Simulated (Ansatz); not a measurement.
**SbNH3− (SMILES [NH-][SbH2]): one structure at several levels**

The task here is to estimate one member of a computed series from the others.

Computed with Ansatz 0.2.0, Gaussian basis. Level: single points in def2-TZVPPD.

Cores are frozen in the correlated methods. Filled d shells of the heavier atoms are correlated. Core potentials replace the inner electrons past krypton, and spin-orbit coupling is left out.

### Starting geometry

SMILES `[NH-][SbH2]`, 5 atoms, charge -1, spin multiplicity 1.

Atoms are counted from 1 here; the program's logs count them from 0.

Bond lengths: N1–Sb2 1.860 Å, N1–H3 0.993 Å, Sb2–H4 2.175 Å, Sb2–H5 1.832 Å. Angles: Sb2–N1–H3 113.3°, N1–Sb2–H4 109.3°, N1–Sb2–H5 93.0°, H4–Sb2–H5 88.6°.

Coordinates:

```xyz
5
H3NSb
N     0.9037   -0.6875    0.5930
Sb   -0.4963    0.5061    0.3212
H     0.6797   -1.4163    1.2289
H    -1.5917   -0.0674   -1.4683
H     0.5256    1.6184   -0.7147
```

Set-up of the first run:

run/in.yaml reads:

```yaml
crystal:
  periodic: [false, false, false]
  atoms:
    - {symbol: N, position_ang: [0.903700, -0.687500, 0.593000]}
    - {symbol: Sb, position_ang: [-0.496300, 0.506100, 0.321200]}
    - {symbol: H, position_ang: [0.679700, -1.416300, 1.228900]}
    - {symbol: H, position_ang: [-1.591700, -0.067400, -1.468300]}
    - {symbol: H, position_ang: [0.525600, 1.618400, -0.714700]}
basis:
  gaussian: {orbitals: "def2-TZVPPD.json"}
total_charge: -1
correlation: {method: ccsd_t}
output: {forces: true}
```

The basis file named in the input lies beside it (Basis Set Exchange, JSON).

The command line of these runs was not kept.

Among the steps run: CCSD(T)/def2-TZVPPD; PBE0-D4/def2-TZVPPD; wB97M-V/def2-TZVPPD; r2SCAN-D4/def2-TZVPPD; PBE-D4/def2-TZVPPD; revPBE-D4/def2-TZVPPD; SPW92/def2-TZVPPD.

One of the session's tables, all rows but one given; the rest of the session is left out.

| method | RMS force component (eV/Å) | angle to CCSD(T) forces (°) |
| --- | --- | --- |
| CCSD(T) | 1.242 | reference |
| PBE0-D4 | ? | ? |
| wB97M-V | 1.118 | 5.7 |
| r2SCAN-D4 | 1.172 | 3.0 |
| PBE-D4 | 1.268 | 10.0 |
| revPBE-D4 | 1.286 | 12.4 |
| SPW92 | 1.134 | 9.3 |

Q: Estimate the row for PBE0-D4 from the others.

As computed: RMS force component (eV/Å): 1.110; angle to CCSD(T) forces (°): 1.8. In the column «RMS force component (eV/Å)» it is the lowest.
